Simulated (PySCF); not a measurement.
# CaF with other numerical set-ups

Aim: see how much the energy and properties of CaF depend on the numerical set-up.

Method: method and basis as typed in the scripts; program: PySCF 2.14.0.

## (1) Where the work starts

CaF: 2 atoms, charge 0, spin multiplicity 2.

Bond lengths: Ca1–F2 2.359 Å.

## (2) Base script

input.py reads:

```python
from pyscf import gto, scf, mp

mol = gto.M(
    atom='Ca 0 0 0; F 0 0 2.359',
    basis='6-31g*',
    charge=0,
    spin=1,
    verbose=4,
)
mf = scf.UHF(mol)
mf.kernel()
mp.MP2(mf, frozen=6).kernel()
mf.dip_moment()
print('orbital energies (hartree):', [e[max(0, n-3):n+3].round(4) for e, n in zip(mf.mo_energy, mol.nelec)])
```

Launch:

```bash
$ OMP_NUM_THREADS=1 python input.py
```

The log of this run is left out.

Base result: E(SCF) = -776.178577 Eh, 10 cycles, E(MP2) − E(SCF) = -0.20013 Eh, ⟨S²⟩ = 0.750, μ = 4.93 D (of the SCF density).

The bond length is a typed value, not an optimised one.

## (3) Crenbl (core potential on)

Run 1 changes basis set: 6-31g* → crenbl; core potential: off → on; frozen orbitals: 6 → none. The core potential changes with it: totals don't compare.

input.py reads:

```python
from pyscf import gto, scf, mp

mol = gto.M(
    atom='Ca 0 0 0; F 0 0 2.359',
    basis='crenbl',
    ecp={'Ca': 'crenbl', 'F': 'crenbl'},
    charge=0,
    spin=1,
    verbose=4,
)
mf = scf.UHF(mol)
mf.kernel()
mp.MP2(mf).kernel()
mf.dip_moment()
print('orbital energies (hartree):', [e[max(0, n-3):n+3].round(4) for e, n in zip(mf.mo_energy, mol.nelec)])
```

Launch:

```bash
$ OMP_NUM_THREADS=1 python input.py
```

## (4) 6-31+g*

Run 2 changes basis set: 6-31g* → 6-31+g*.

input.py, as its differences from that of step 2:

```diff
@@ -4,3 +4,3 @@
     atom='Ca 0 0 0; F 0 0 2.359',
-    basis='6-31g*',
+    basis='6-31+g*',
     charge=0,
```

## (5) Cc-pvdz

Run 3 changes basis set: 6-31g* → cc-pvdz.

input.py, as its differences from that of step 2:

```diff
@@ -4,3 +4,3 @@
     atom='Ca 0 0 0; F 0 0 2.359',
-    basis='6-31g*',
+    basis='cc-pvdz',
     charge=0,
```

## (6) Spin-free X2C on

Run 4 changes spin-free X2C: off → on.

input.py, as its differences from that of step 2:

```diff
@@ -10,2 +10,3 @@
 mf = scf.UHF(mol)
+mf = mf.sfx2c1e()
 mf.kernel()
```

What does the calculation give? Wanted: for each run, E(SCF); from base; gap, α spin; SCF dipole; after the SCF.

As calculated:

| run | E(SCF) (hartree) | from base (eV) | cycles | gap, α spin (eV) | SCF dipole (D) | functions | after the SCF |
| --- | --- | --- | --- | --- | --- | --- | --- |
| base | -776.178577 | 0 | 10 | 6.62 | 4.93 | 36 | MP2 correlation -5.446 eV, core frozen |
| crenbl (core potential on) | -60.203037 | not comparable | 9 | 8.87 | 9.50 | 33 | MP2 correlation -4.948 eV |
| 6-31+g* | -776.203499 | -0.6782 | 10 | 6.44 | 5.58 | 44 | MP2 correlation -5.798 eV, core frozen |
| cc-pvdz | -776.246522 | -1.8489 | 11 | 6.43 | 4.96 | 41 | MP2 correlation -7.899 eV, core frozen |
| spin-free X2C on | -778.742981 | -69.7810 | 10 | 6.65 | 4.95 | 36 | MP2 correlation -5.442 eV, core frozen |

In words: The largest comparable shift of the SCF energy, -69.781 eV, comes with the run “spin-free X2C on”. 6-31+g* (44 functions) gives an energy 0.68 eV lower than 6-31g* (36). cc-pvdz (41 functions) gives an energy 1.85 eV lower than 6-31g* (36). Scalar relativity lowers the total energy by 69.78 eV, nearly all of it in the inner shells; a basis contracted without relativity catches only part of it.
